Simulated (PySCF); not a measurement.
# AlSi2H7O2 (SMILES [SiH3][O][AlH][O][SiH3]): levels of theory compared

Aim: a comparison of 6 runs (HF/STO-3G, HF/3-21G, SVWN5/3-21G, B3LYP/6-31G*, BLYP/6-31+G*, PBE0/def2-SVP) of AlSi2H7O2. 

The calculation is run with PySCF 2.14.0.

### Step 1. The structure to begin with

AlSi2H7O2: 12 atoms, total charge 0, spin state singlet. As SMILES, `[SiH3][O][AlH][O][SiH3]`. Geometry: relaxed at PBE0-D4/def2-TZVP. This is one conformer, not always the lowest.

Bond lengths: Si1–O2 1.626 Å, O2–Al3 1.677 Å, Al3–O4 1.677 Å, O4–Si5 1.626 Å, Si1–H6 1.486 Å, Si1–H7 1.487 Å, Si1–H8 1.488 Å, Al3–H9 1.564 Å, Si5–H10 1.486 Å, Si5–H11 1.487 Å, Si5–H12 1.488 Å. Some angles: Si1–O2–Al3 163.4°, O2–Al3–O4 119.8°, Al3–O4–Si5 163.2°, O2–Si1–H6 109.7°, O2–Si1–H7 109.8°, O2–Si1–H8 110.7°, O2–Al3–H9 120.1°, O4–Al3–H9 120.1°, O4–Si5–H10 109.7°, O4–Si5–H11 109.8°.

### Step 2. Energy and gradient at HF/STO-3G (run 1)

run.py reads:

```python
# [SiH3][O][AlH][O][SiH3]
import pyscf.grad
from pyscf import gto, scf

system = gto.M(
    atom='''
Si  -2.502000   0.693900   0.174200
O   -1.072000   0.732100   0.946800
Al   0.543900   0.530300   1.349100
O    1.576500  -0.254000   0.285100
Si   2.180800  -1.035900  -1.006000
H   -3.572800   0.282600   1.119600
H   -2.821900   2.043500  -0.361300
H   -2.464400  -0.273100  -0.956300
H    1.086400   1.072200   2.712600
H    3.425600  -0.364000  -1.462800
H    2.496000  -2.442300  -0.641100
H    1.200800  -1.040300  -2.126000
''',
    verbose=4,
    basis='sto-3g',
    max_memory=1860,
)

myscf = scf.RHF(system)
myscf.conv_tol = 1e-10
myscf.kernel()
if not myscf.converged:
    myscf = myscf.newton().run(myscf.mo_coeff, myscf.mo_occ)

etot = myscf.e_tot
print('E(%s) = %.9f' % ('HF', etot))
grad = myscf.Gradients().kernel()
dip = myscf.dip_moment()
pop, q = myscf.mulliken_pop()
```

Started as:

```bash
$ OMP_NUM_THREADS=1 python run.py
```

Standard output:

```text
PySCF version 2.14.0

[... 64 lines left out ...]
converged SCF energy = -962.093203746935
[... 12 lines left out ...]
Dipole moment(X, Y, Z, Debye):  0.02863,  0.02869,  0.07496
[... 18 lines left out ...]
pop of  2 Al 2px          1.94130
pop of  2 Al 2py          1.93540
pop of  2 Al 2pz          1.94195
pop of  2 Al 3px          0.41841
pop of  2 Al 3py          0.33325
pop of  2 Al 3pz          0.52007
pop of  3 O 1s            1.99735
pop of  3 O 2s            1.77437
pop of  3 O 2px           1.72207
pop of  3 O 2py           1.69364
pop of  3 O 2pz           1.51189
pop of  4 Si 1s           1.99961
pop of  4 Si 2s           1.98724
pop of  4 Si 3s           1.13634
pop of  4 Si 2px          1.96541
pop of  4 Si 2py          1.96520
pop of  4 Si 2pz          1.96458
pop of  4 Si 3px          0.75450
pop of  4 Si 3py          0.73496
pop of  4 Si 3pz          0.65295
pop of  5 H 1s            1.18285
pop of  6 H 1s            1.18432
pop of  7 H 1s            1.18855
pop of  8 H 1s            1.27255
pop of  9 H 1s            1.18294
pop of  10 H 1s           1.18407
pop of  11 H 1s           1.18862
 ** Mulliken atomic charges  **
charge of    0Si =      0.83939
charge of    1O =     -0.69952
charge of    2Al =      1.10413
charge of    3O =     -0.69931
charge of    4Si =      0.83921
charge of    5H =     -0.18285
charge of    6H =     -0.18432
charge of    7H =     -0.18855
charge of    8H =     -0.27255
charge of    9H =     -0.18294
charge of   10H =     -0.18407
charge of   11H =     -0.18862
```

It took 3.3 s on 1 thread of Intel Xeon at 2.70GHz, shared host; peak memory 0.12 GiB.

### Step 3. Energy and forces at HF/3-21G (run 2)

run.py reads:

```python
from pyscf import gto, scf

mol = gto.M(
    atom='''
Si    -4.728095     1.311281     0.329190
O     -2.025786     1.383468     1.789193
Al     1.027822     1.002122     2.549430
O      2.979153    -0.479990     0.538761
Si     4.121115    -1.957567    -1.901064
H     -6.751613     0.534037     2.115737
H     -5.332618     3.861655    -0.682758
H     -4.657041    -0.516084    -1.807145
H      2.052998     2.026164     5.126071
H      6.473446    -0.687860    -2.764291
H      4.716756    -4.615278    -1.211503
H      2.269183    -1.965882    -4.017558
''',
    unit='bohr',
    basis='3-21g',
    max_memory=1860,
    verbose=4,
    charge=0,
)

mf = scf.RHF(mol)
mf.conv_tol = 1e-10
mf.kernel()
if not mf.converged:
    mf = mf.newton().run(mf.mo_coeff, mf.mo_occ)

etot = mf.e_tot
print('E = %.10f Eh' % etot)
grad = mf.nuc_grad_method().kernel()
dip = mf.dip_moment()
pop, q = mf.mulliken_pop()
```

Started as:

```bash
$ OMP_NUM_THREADS=1 python run.py
```

Standard output:

```text
PySCF version 2.14.0

[... 64 lines left out ...]
converged SCF energy = -968.552854000206
[... 12 lines left out ...]
Dipole moment(X, Y, Z, Debye): -0.16920, -0.16763, -0.41751
[... 45 lines left out ...]
pop of  4 Si 1s           1.99853
pop of  4 Si 2s           1.97223
pop of  4 Si 3s           0.67157
pop of  4 Si 4s           0.40838
pop of  4 Si 2px          1.95738
pop of  4 Si 2py          1.95719
pop of  4 Si 2pz          1.95524
pop of  4 Si 3px          0.51257
pop of  4 Si 3py          0.49589
pop of  4 Si 3pz          0.42351
pop of  4 Si 4px          0.15671
pop of  4 Si 4py          0.15423
pop of  4 Si 4pz          0.08489
pop of  5 H 1s            0.43337
pop of  5 H 2s            0.81220
pop of  6 H 1s            0.43344
pop of  6 H 2s            0.81426
pop of  7 H 1s            0.43320
pop of  7 H 2s            0.81547
pop of  8 H 1s            0.40307
pop of  8 H 2s            0.88796
pop of  9 H 1s            0.43337
pop of  9 H 2s            0.81240
pop of  10 H 1s           0.43341
pop of  10 H 2s           0.81395
pop of  11 H 1s           0.43317
pop of  11 H 2s           0.81548
 ** Mulliken atomic charges  **
charge of    0Si =      1.25196
charge of    1O =     -1.09955
charge of    2Al =      1.47001
charge of    3O =     -1.09934
charge of    4Si =      1.25167
charge of    5H =     -0.24557
charge of    6H =     -0.24769
charge of    7H =     -0.24867
charge of    8H =     -0.29103
charge of    9H =     -0.24577
charge of   10H =     -0.24736
charge of   11H =     -0.24865
```

Run time: 3.6 s. Hardware: 1 thread of Intel Xeon at 2.70GHz, shared host; peak memory 0.14 GiB.

Runs 3 to 5 aren't shown in full; the table further down has their settings and results.

### Step 4. Energy and forces at PBE0/def2-SVP (run 6)

input.py reads:

```python
# [SiH3][O][AlH][O][SiH3]
import pyscf.grad
from pyscf import gto, dft

mol = gto.M(
    atom='''
Si    -2.502000     0.693900     0.174200
O     -1.072000     0.732100     0.946800
Al     0.543900     0.530300     1.349100
O      1.576500    -0.254000     0.285100
Si     2.180800    -1.035900    -1.006000
H     -3.572800     0.282600     1.119600
H     -2.821900     2.043500    -0.361300
H     -2.464400    -0.273100    -0.956300
H      1.086400     1.072200     2.712600
H      3.425600    -0.364000    -1.462800
H      2.496000    -2.442300    -0.641100
H      1.200800    -1.040300    -2.126000
''',
    basis='def2-svp',
    verbose=4,
    max_memory=1860,
)

ks = dft.RKS(mol)
ks.xc = 'pbe0'
ks.conv_tol = 1e-10
ks.grids.level = 5
ks.kernel()
if not ks.converged:
    ks = ks.newton().run(ks.mo_coeff, ks.mo_occ)

e_tot = ks.e_tot
print('E(%s) = %.9f' % ('PBE0', e_tot))
grad = ks.Gradients().kernel()
dip = ks.dip_moment()
pop, q = ks.mulliken_pop()
```

Started as:

```bash
$ OMP_NUM_THREADS=1 python input.py
```

Standard output:

```text
PySCF version 2.14.0

[... 79 lines left out ...]
converged SCF energy = -975.335030992195
[... 13 lines left out ...]
Dipole moment(X, Y, Z, Debye):  0.00177,  0.00158,  0.00903
[... 91 lines left out ...]
pop of  6 H 2py           0.00656
pop of  6 H 2pz           0.00176
pop of  7 H 1s            0.74025
pop of  7 H 2s            0.35644
pop of  7 H 2px           0.00059
pop of  7 H 2py           0.00380
pop of  7 H 2pz           0.00492
pop of  8 H 1s            0.70853
pop of  8 H 2s            0.45222
pop of  8 H 2px           0.00076
pop of  8 H 2py           0.00073
pop of  8 H 2pz           0.00412
pop of  9 H 1s            0.74008
pop of  9 H 2s            0.35916
pop of  9 H 2px           0.00580
pop of  9 H 2py           0.00212
pop of  9 H 2pz           0.00135
pop of  10 H 1s           0.74027
pop of  10 H 2s           0.36071
pop of  10 H 2px          0.00122
pop of  10 H 2py          0.00709
pop of  10 H 2pz          0.00097
pop of  11 H 1s           0.74021
pop of  11 H 2s           0.35633
pop of  11 H 2px          0.00372
pop of  11 H 2py          0.00083
pop of  11 H 2pz          0.00475
 ** Mulliken atomic charges  **
charge of    0Si =      0.57781
charge of    1O =     -0.60575
charge of    2Al =      0.87164
charge of    3O =     -0.60575
charge of    4Si =      0.57774
charge of    5H =     -0.10824
charge of    6H =     -0.11050
charge of    7H =     -0.10599
charge of    8H =     -0.16636
charge of    9H =     -0.10851
charge of   10H =     -0.11026
charge of   11H =     -0.10585
```

Wall time 64 s (1 thread of Intel Xeon at 2.70GHz, shared host); peak memory 1.2 GiB.

### Step 5. The series

| run | level | integration grid | Cartesian functions | energy (Eh) | dipole moment (D) | HOMO energy (eV) | LUMO energy (eV) | wall time |
| --- | --- | --- | --- | --- | --- | --- | --- | --- |
| 1 | HF/STO-3G | – | no | -962.093204 | 0.09 | -7.65 | 10.21 | 3.3 s |
| 2 | HF/3-21G | – | no | -968.552854 | 0.48 | -11.88 | 2.57 | 3.6 s |
| 3 | SVWN5/3-21G | 5 | no | -966.479880 | 0.56 | -6.78 | -1.09 | 16 s |
| 4 | B3LYP/6-31G* (Cartesian functions) | 5 | yes | -976.253988 | 0.08 | -8.27 | -0.51 | 60 s |
| 5 | BLYP/6-31+G* (spherical functions) | 5 | no | -976.143547 | 0.03 | -7.13 | -1.28 | 83 s |
| 6 | PBE0/def2-SVP | 5 | no | -975.335031 | 0.01 | -8.60 | -0.30 | 64 s |

### Step 6. Results

| quantity | value |
| --- | --- |
| run 6: total energy | -975.33503 Eh |
| run 6: dipole moment | 0.01 D |
| run 6: HOMO energy | -8.60 eV |
| run 6: LUMO energy | -0.30 eV |
| run 6: HOMO–LUMO gap | 8.30 eV |
| run 6: largest force on an atom | 0.667 eV/Å |

The dipole moment (its size) runs from 0.01 D (PBE0/def2-SVP) to 0.56 D (SVWN5/3-21G). The two ends differ in method and basis. The two dipoles point in opposite directions. The HOMO–LUMO gap runs from 5.69 eV (SVWN5/3-21G) to 17.86 eV (HF/STO-3G). Totals of different functionals can't be ranked against each other. In run 1 the basis is minimal, so the values are rough. All runs together took 3.8 min, the longest 83 s.
